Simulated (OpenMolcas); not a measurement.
# Ir⁵⁺ among point charges: CASSCF and CASPT2 levels and susceptibility

Aim: the splitting of the states of Ir⁵⁺ in the field of 2 point charges, its lowest levels with spin-orbit coupling and its magnetic susceptibility.

Program: OpenMolcas 26.06. Level of theory: state-averaged CASSCF and CASPT2, spin-orbit coupling by RASSI with atomic mean-field integrals. These are calculated values, not measurements, unless marked.

**1. The system**

| Item | Value |
| --- | --- |
| Species | Ir⁵⁺ (iridium, Z = 77, 72 electrons) |
| Basis | ANO-RCC-VDZP [7s6p4d2f], 59 functions |
| Scalar Hamiltonian | DKH2, point nucleus |
| Inactive shells | 1s 2s 2p 3s 3p 3d 4s 4p 4d 4f 5s 5p |
| Active space | 4 electrons in 5 orbitals (5d) |
| Some configurations of this space | 5d4 |
| Orbitals | optimised for each spin and parity, averaged over all roots |

Outer shells as boxes (Hund's rule):

5d4
```
5d [↑ ][↑ ][↑ ][↑ ][  ]
```

The ion sits among 2 point charges of -0.5 e arranged as a linear pair (D∞h), 2.17 Å from the ion.

The work runs as a chain of OpenMolcas steps in one folder; each step below is one input file. Labels, J, g values, rates, χT and fits are worked out afterwards by a script from the matrices that RASSI stores. The input lists half of the charges; inversion (Group=XYZ) makes the rest.

**2. Basis and integrals**

File a.inp:

```
&GATEWAY
Coord
1

Ir 0.0 0.0 0.0
Basis=ANO-RCC-VDZP
Group=XYZ
NoMove
AngMom=0.0 0.0 0.0
AMFI
XField
1 Angstrom 0
0.000000 0.000000 2.170000 -0.500000
&SEWARD
```

Run with:

```sh
OMP_NUM_THREADS=1 MOLCAS_MEM=1689 MOLCAS_PROJECT=a pymolcas a.inp > a.log
```

The program printed:

```text
Basis set label: IR.ANO-RCC...7S6P4D2F.

      Electronic valence basis set:
      ------------------
      Associated Effective Charge  77.000000 au
      Associated Actual Charge     77.000000 au
      Nuclear Model: Point charge

      Shell  nPrim  nBasis  Cartesian Spherical Contaminant
         s      24       7        X
         p      21       6        X
         d      15       4                 X
         f      11       2                 X
                  Relativistic Douglas-Kroll-Hess integrals:
                    - DKH order of Hamiltonian: 2
                    - DKH order of Properties : 0
                  Atomic mean-field integrals
```

**3. Reference wave functions, quintets of even parity, 5 roots**

File a.inp:

```
&RASSCF
FileOrb=start.orb
Symmetry=1
Spin=5
nActEl=4 0 0
Inactive=15 19
Ras2=5 0
CIRoot=5 5 1
SDav=5
CIMx=300
Iter=120 100
PrWF=0.3
OrbListing=Nothing
MaxOrb=0
>>> COPY $Project.JobIph JOB001
```

Run with:

```sh
OMP_NUM_THREADS=1 MOLCAS_MEM=1689 MOLCAS_PROJECT=a pymolcas a.inp > a.log
```

start.orb holds the contracted functions of the basis, ordered by shell, or the orbitals of the step before.

The program printed (excerpt; [...] marks lines left out):

```text
[...]
      Number of active orbitals                  5
[...]
      Spin quantum number                      2.0
[...]
      Active orbitals                            5   0
[...]
      Number of CSFs                             5
      Number of root(s) required                 5
[...]
      Convergence after  7 iterations
[...]
      Natural orbitals and occupation numbers for root  1
      sym 1:   1.000000   1.000000  -0.000000   1.000000   1.000000
      Natural orbitals and occupation numbers for root  2
      sym 1:   1.000000   1.000000   1.000000  -0.000000   1.000000
      Natural orbitals and occupation numbers for root  3
      sym 1:   1.000000   0.000000   1.000000   1.000000   1.000000
::    RASSCF root number  1 Total energy: -17806.39772968
::    RASSCF root number  2 Total energy: -17806.39007198
::    RASSCF root number  3 Total energy: -17806.39007198
::    RASSCF root number  4 Total energy: -17806.37798300
::    RASSCF root number  5 Total energy: -17806.37798300
```

**4. Reference wave functions, triplets of even parity, 45 roots**

File a.inp:

```
&RASSCF
FileOrb=start.orb
Symmetry=1
Spin=3
nActEl=4 0 0
Inactive=15 19
Ras2=5 0
CIRoot=45 45 1
SDav=45
CIMx=300
Iter=120 100
PrWF=0.3
OrbListing=Nothing
MaxOrb=0
>>> COPY $Project.JobIph JOB002
```

The program printed (excerpt; [...] marks lines left out):

```text
[...]
      Number of active orbitals                  5
[...]
      Spin quantum number                      1.0
[...]
      Active orbitals                            5   0
[...]
      Number of CSFs                            45
      Number of root(s) required                45
[...]
      Convergence after  7 iterations
[...]
      Natural orbitals and occupation numbers for root  1
      sym 1:   0.941136   1.000000   1.000000   0.941136   0.117728
      Natural orbitals and occupation numbers for root  2
      sym 1:   0.941136   1.000000   1.000000   0.941136   0.117728
      Natural orbitals and occupation numbers for root  3
      sym 1:   0.932038   0.955310   0.955310   0.932038   0.225304
::    RASSCF root number  1 Total energy: -17806.30444324
::    RASSCF root number  2 Total energy: -17806.30444324
::    RASSCF root number  3 Total energy: -17806.30299600
[...]
::    RASSCF root number 27 Total energy: -17806.27313095
::    RASSCF root number 28 Total energy: -17806.27313095
::    RASSCF root number 29 Total energy: -17806.27217634
::    RASSCF root number 30 Total energy: -17806.27217634
```

**5. CASSCF: singlets of even parity, 50 roots**

File a.inp:

```
&RASSCF
FileOrb=start.orb
Symmetry=1
Spin=1
nActEl=4 0 0
Inactive=15 19
Ras2=5 0
CIRoot=50 50 1
SDav=50
CIMx=300
Iter=120 100
PrWF=0.3
OrbListing=Nothing
MaxOrb=0
>>> COPY $Project.JobIph JOB003
```

Run with:

```sh
OMP_NUM_THREADS=1 MOLCAS_MEM=1689 MOLCAS_PROJECT=a pymolcas a.inp > a.log
```

The program printed (excerpt; [...] marks lines left out):

```text
[...]
      Number of active orbitals                  5
[...]
      Spin quantum number                      0.0
[...]
      Active orbitals                            5   0
[...]
      Number of CSFs                            50
      Number of root(s) required                50
[...]
      Convergence after  7 iterations
[...]
      Natural orbitals and occupation numbers for root  1
      sym 1:   1.000000   1.000000   0.000000   1.000000   1.000000
      Natural orbitals and occupation numbers for root  2
      sym 1:   1.000000   1.000000  -0.000000   1.000000   1.000000
      Natural orbitals and occupation numbers for root  3
      sym 1:   1.000000   1.000000   0.500000   1.000000   0.500000
::    RASSCF root number  1 Total energy: -17806.26505710
::    RASSCF root number  2 Total energy: -17806.26505710
::    RASSCF root number  3 Total energy: -17806.25731078
[...]
::    RASSCF root number 27 Total energy: -17806.21086587
::    RASSCF root number 28 Total energy: -17806.20559654
::    RASSCF root number 29 Total energy: -17806.20470846
::    RASSCF root number 30 Total energy: -17806.20470846
```

**6. State interaction with spin-orbit coupling**

File a.inp:

```
&RASSI
NrOfJobIphs=3 5 45 50
1 2 3 4 5
1 2 3 4 5 6 7 8 9 10 11 12 13 14 15 16 17 18 19 20 21 22 23 24 25 26 27
28 29 30 31 32 33 34 35 36 37 38 39 40 41 42 43 44 45
1 2 3 4 5 6 7 8 9 10 11 12 13 14 15 16 17 18 19 20 21 22 23 24 25 26 27
28 29 30 31 32 33 34 35 36 37 38 39 40 41 42 43 44 45 46 47 48 49 50
IphNames
JOB001
JOB002
JOB003
EJob
SpinOrbit
DIPRint=1.0
SOCoupling=1000.0
Subsets=2
Property=9
'ANGMOM' 1 'ANGMOM' 2 'ANGMOM' 3 'MLTPL  1' 1 'MLTPL  1' 2 'MLTPL  1' 3
'AMFI' 1 'AMFI' 2 'AMFI' 3
SOProperty=3
'ANGMOM' 1 'ANGMOM' 2 'ANGMOM' 3
```

The program printed:

```text
SPIN-FREE ENERGIES:
  (Shifted by EMIN (a.u.) =     -17806.3977296848)

 SF State       Relative EMIN(au)   Rel lowest level(eV)    D:o, cm**(-1)      L_eff

     1             0.0000000000        0.0000000000              0.0000         2.0
     2             0.0076577037        0.2083767337           1680.6717         2.0
     3             0.0076577037        0.2083767337           1680.6717         2.0
     4             0.0197466845        0.5373346591           4333.8963         2.0
     5             0.0197466845        0.5373346591           4333.8963         2.0
     6             0.0932864413        2.5384533855          20474.0073         4.9
     7             0.0932864413        2.5384533855          20474.0073         4.9
     8             0.0947336850        2.5778348922          20791.6406         4.9
     9             0.0947336850        2.5778348922          20791.6406         4.9
    10             0.0967611530        2.6330051090          21236.6184         5.0
    11             0.0967611530        2.6330051090          21236.6184         5.0
    12             0.0980461985        2.6679729770          21518.6533         4.9
    13             0.0980461985        2.6679729770          21518.6533         4.9
    14             0.1012449107        2.7550143717          22220.6895         4.9
    15             0.1012449107        2.7550143717          22220.6895         4.9
    16             0.1019915503        2.7753314682          22384.5579         4.5
    17             0.1053815267        2.8675774259          23128.5717         3.0
    18             0.1076232420        2.9285776080          23620.5714         2.3
    19             0.1076232420        2.9285776080          23620.5714         2.3
    20             0.1094768089        2.9790157311          24027.3823         3.1
    21             0.1094768089        2.9790157311          24027.3823         3.1
    22             0.1131267875        3.0783367081          24828.4600         3.1
    23             0.1131267875        3.0783367081          24828.4600         3.1
    24             0.1136549103        3.0927076629          24944.3695         2.3
    25             0.1136549103        3.0927076629          24944.3695         2.3
    26             0.1160250911        3.1572035680          25464.5641         3.9
    27             0.1183020308        3.2191622540          25964.2946         2.3
    28             0.1185870775        3.2269187684          26026.8551         3.9
    29             0.1185870775        3.2269187684          26026.8551         3.9
    30             0.1229077322        3.3444897730          26975.1292         4.0
    31             0.1229077322        3.3444897730          26975.1292         4.0
    32             0.1245987356        3.3905043202          27346.2616         4.1
    33             0.1245987356        3.3905043202          27346.2616         4.1
    34             0.1255533447        3.4164805584          27555.7741         4.1
    35             0.1255533447        3.4164805584          27555.7741         4.1
    51             0.1326725877        3.6102050271          29118.2673         6.0
    52             0.1326725877        3.6102050271          29118.2673         6.0
    53             0.1404189039        3.8209930292          30818.3872         6.0
    54             0.1404189039        3.8209930292          30818.3872         6.0
    55             0.1421165865        3.8671893281          31190.9854         5.2
Eigenvalues of complex Hamiltonian:
   -----------------------------------
  (Shifted by EMIN (a.u.) =     -17806.3977296848)

 SO State       Relative EMIN(au)   Rel lowest level(eV)    D:o, cm**(-1)     J-value

     1            -0.0687705624        0.0000000000              0.0000         0.1
     2            -0.0468634752        0.5961222108           4808.0499         0.7
     3            -0.0468634752        0.5961222107           4808.0499         0.7
     4            -0.0375682671        0.8490577095           6848.1123         1.1
     5            -0.0253824867        1.1806496872           9522.5819         1.2
     6            -0.0253824867        1.1806496872           9522.5819         1.2
     7            -0.0197720953        1.3333162147          10753.9205         1.9
     8            -0.0197720953        1.3333162146          10753.9205         1.9
     9            -0.0190696125        1.3524317454          10908.0977         2.1
    10            -0.0052719758        1.7278845674          13936.3289         2.6
    11            -0.0052719758        1.7278845674          13936.3289         2.6
    12            -0.0047010713        1.7434196689          14061.6279         3.0
    13            -0.0047010713        1.7434196691          14061.6279         3.0
    14            -0.0042424646        1.7558989929          14162.2805         1.6
    15            -0.0042424646        1.7558989929          14162.2805         1.6
    16            -0.0030893709        1.7872762726          14415.3553         3.0
    17             0.0042038936        1.9857361096          16016.0418         4.0
    18             0.0065721839        2.0501805716          16535.8215         3.7
    19             0.0065721839        2.0501805717          16535.8215         3.7
    20             0.0099869503        2.1431010974          17285.2761         3.3
    21             0.0099869503        2.1431010975          17285.2761         3.3
    22             0.0123856196        2.2083722149          17811.7231         2.7
    23             0.0123856196        2.2083722149          17811.7231         2.7
    24             0.0136105264        2.2417036265          18080.5591         1.6
    25             0.0136105264        2.2417036265          18080.5591         1.6
    26             0.0437095634        3.0607401492          24686.5342         0.5
    27             0.0477449458        3.1705484985          25572.1982         2.8
    28             0.0477449458        3.1705484985          25572.1982         2.8
    29             0.0493251289        3.2135474713          25919.0083         1.6
    30             0.0493251289        3.2135474713          25919.0083         1.6
    31             0.0495657858        3.2200960784          25971.8264         3.4
    32             0.0495657858        3.2200960785          25971.8264         3.4
    33             0.0524721016        3.2991809600          26609.6890         3.8
    34             0.0524721016        3.2991809599          26609.6890         3.8
    35             0.0543625980        3.3506239881          27024.6050         3.9
    36             0.0709061128        3.8007959579          30655.4868         1.9
    37             0.0709061128        3.8007959580          30655.4868         1.9
    38             0.0723263214        3.8394418024          30967.1866         2.5
    39             0.0723263214        3.8394418025          30967.1866         2.5
    40             0.0739940068        3.8848218359          31333.2012         3.0
    41             0.0745056404        3.8987440940          31445.4918         2.2
Weights of the five most important spin-orbit-free states for each spin-orbit state.

 SO State  Total energy (au)           Spin-free states, spin, and weights
 -------------------------------------------------------------------------------------------------------
    1        -0.068771       1 2.0  0.1993    2 2.0  0.1476    3 2.0  0.1476    5 2.0  0.0848    4 2.0  0.0848
    2        -0.046863       1 2.0  0.3645    3 2.0  0.2324    2 2.0  0.1879   17 1.0  0.0370    4 2.0  0.0365
    3        -0.046863       1 2.0  0.3645    2 2.0  0.2324    3 2.0  0.1879   17 1.0  0.0370    5 2.0  0.0365
    4        -0.037568       5 2.0  0.2851    4 2.0  0.2851    2 2.0  0.1355    3 2.0  0.1355   18 1.0  0.0438
    5        -0.025382       1 2.0  0.5142    3 2.0  0.1624    2 2.0  0.1624    5 2.0  0.0700   24 1.0  0.0170
    6        -0.025382       1 2.0  0.5142    3 2.0  0.1624    2 2.0  0.1624    4 2.0  0.0700   25 1.0  0.0170
    7        -0.019772       2 2.0  0.3134    3 2.0  0.3111    4 2.0  0.1339    5 2.0  0.1339   18 1.0  0.0381
    8        -0.019772       3 2.0  0.3134    2 2.0  0.3111    5 2.0  0.1339    4 2.0  0.1339   19 1.0  0.0381
    9        -0.019070       1 2.0  0.3263    5 2.0  0.2706    4 2.0  0.2706    2 2.0  0.0182    3 2.0  0.0182
   10        -0.005272       1 2.0  0.3262    4 2.0  0.2546    3 2.0  0.1249    2 2.0  0.1249   19 1.0  0.0359
   11        -0.005272       1 2.0  0.3262    5 2.0  0.2546    3 2.0  0.1249    2 2.0  0.1249   19 1.0  0.0359
   12        -0.004701       1 2.0  0.3366    3 2.0  0.1311    2 2.0  0.1311    4 2.0  0.1253    5 2.0  0.1253
```

These steps: 25 s of run time, 1 thread of Arm Neoverse V1, shared host.

Spin-free states, with their symmetry labels:

| state | degeneracy | E (cm-1) | free-ion L (%) |
| --- | --- | --- | --- |
| 5Sigma | 1 | 0 | D (100) |
| 5Pi | 2 | 1681 | D (100) |
| 5Delta | 2 | 4334 | D (100) |
| 3Gamma | 2 | 20474 | H (89) |
| 3Phi | 2 | 20792 | H (88) |
| 3H | 2 | 21237 | H (100) |
| 3Delta | 2 | 21519 | H (89) |
| 3Pi | 2 | 22221 | H (93) |
| 3Sigma | 1 | 22385 | H (77) |
| 3Sigma | 1 | 23129 | P (41) |
| 3Pi | 2 | 23621 | P (51) |
| 3Delta | 2 | 24027 | F (84) |
| 3Phi | 2 | 24828 | F (90) |
| 3Pi | 2 | 24944 | F (52) |
| 3Sigma | 1 | 25465 | G (93) |
| 3Sigma | 1 | 25964 | F (54) |
| 3Pi | 2 | 26027 | G (84) |
| 3Delta | 2 | 26975 | G (83) |
| 3Gamma | 2 | 27346 | G (89) |
| 3Phi | 2 | 27556 | G (80) |
| 1I | 2 | 29118 | I (100) |
| 1H | 2 | 30818 | I (100) |
| 1Sigma | 1 | 31191 | I (57) |
| 1Pi | 2 | 31326 | I (58) |

With spin-orbit coupling:

| E (cm-1) | Degeneracy | 2S+1 | g |
| --- | --- | --- | --- |
| 0.0 | 1 | 5 |  |
| 4808 | 2 | 5 | 0.00 0.00 3.51 |
| 6848 | 1 | 5 |  |
| 9523 | 2 | 5 | 0.00 0.00 6.82 |
| 10754 | 2 | 5 | 0.00 0.00 3.22 |
| 10908 | 1 | 5 |  |
| 13936 | 2 | 5 | 0.00 0.00 6.01 |
| 14062 | 2 | 5 | 0.00 0.00 3.38 |
| 14162 | 2 | 5 | 0.00 0.00 9.28 |
| 14415 | 1 | 5 |  |
| 16016 | 1 | 5 |  |
| 16536 | 2 | 5 | 0.00 0.00 1.60 |
| 17285 | 2 | 5 | 0.00 0.00 4.50 |
| 17812 | 2 | 5 | 0.00 0.00 7.66 |
| 18081 | 2 | 5 | 0.00 0.00 10.80 |
| 24687 | 1 | 3 |  |
| 25572 | 2 | 3 | 0.00 0.00 6.17 |
| 25919 | 2 | 3 | 0.00 0.00 8.17 |
| 25972 | 2 | 3 | 0.00 0.00 4.21 |
| 26610 | 2 | 3 | 0.00 0.00 2.21 |
| 27025 | 1 | 3 |  |
| 30655 | 2 | 3 | 0.00 0.00 4.06 |
| 30967 | 2 | 3 | 0.00 0.00 2.33 |
| 31333 | 1 | 3 |  |

The table of states holds 24 of 58 computed; the rest, higher up, is left out. Principal g values are given for doublets only; a zero marks a field direction without first-order Zeeman splitting.

Powder χT (cm³ K/mol): 0.00 at 2 K, 0.00 at 5 K, 0.00 at 10 K, 0.00 at 20 K, 0.01 at 50 K, 0.02 at 100 K, 0.02 at 150 K, 0.03 at 200 K, 0.04 at 250 K, 0.05 at 300 K.

[end of part 1 of 2]
